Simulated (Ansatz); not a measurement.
# Hf: the cost of one run

Method: DFT PBEsol, scalar-relativistic, in Ansatz 0.2.0.

### 1 The structure to begin with

Symmetry: Fm-3m, No. 225, cubic system. Conventional cell: a = 4.440 Å, b = 4.440 Å, c = 4.440 Å, α = 90.00°, β = 90.00°, γ = 90.00°. Hf (site symmetry m-3m) is surrounded by 12 Hf at 3.14 Å.

Structure file:

```cif
data_structure
_symmetry_space_group_name_H-M 'Fm-3m'
_symmetry_Int_Tables_number 225
_cell_length_a 4.4400
_cell_length_b 4.4400
_cell_length_c 4.4400
_cell_angle_alpha 90.000
_cell_angle_beta 90.000
_cell_angle_gamma 90.000
_cell_volume 87.53
loop_
_atom_site_label
_atom_site_type_symbol
_atom_site_symmetry_multiplicity
_atom_site_Wyckoff_symbol
_atom_site_fract_x
_atom_site_fract_y
_atom_site_fract_z
_atom_site_occupancy
Hf1 Hf 4 a 0.00000 0.00000 0.00000 1
```

The file gives the conventional cell by its symmetry; the runs use the cell typed in the input.

### 2 The deformed structure

Space group Fm-3m before, I4/mmm after.

### 3 LAPW, all electrons

input.yaml reads:

```yaml
crystal:
  lattice:
    - [0.0, 2.1978, 2.22]
    - [2.1978, 0.0, 2.22]
    - [2.1978, 2.1978, 0.0]
  atoms:
    - { symbol: Hf, position: [0.0, 0.0, 0.0] }
kpoints:
  mp_grid: { grid: [16, 16, 16] }
  band_path:
    path:
      - [0.0, 0.0, 0.0]
      - [0.0, 0.5, 0.5]
      - [0.25, 0.75, 0.5]
      - [0.0, 0.5, 0.0]
      - [0.0, 0.0, 0.0]
      - [0.5, 0.5, 0.0]
      - [0.3725125, 0.6274875, 0.0]
      - [-0.3725125, 0.3725125, 0.0]
      - [0.0, 0.0, 0.0]
    npoints: 5
scf:
  occupations: { method: fermi_dirac, width: 0.03 }
hamiltonian:
  xc: pbesol
  pseudopotentials: { kind: all_electron, lapw: { basis_error: 0.00025 } }
output:
  forces: true
  stress: true
  eigenvalues: true
```

Launch:

```sh
$ ansatz run input.yaml --threads 1 --pin off --max-ram 3072MiB --backend cpu --events-out ev --progress --plain --runs-dir out
```

**Question.** How long does this run take on 1 thread of Intel Xeon 6975P-C (Granite Rapids), shared host, and how much memory does it need?

About 27 s, with a peak of 0.7 GiB.
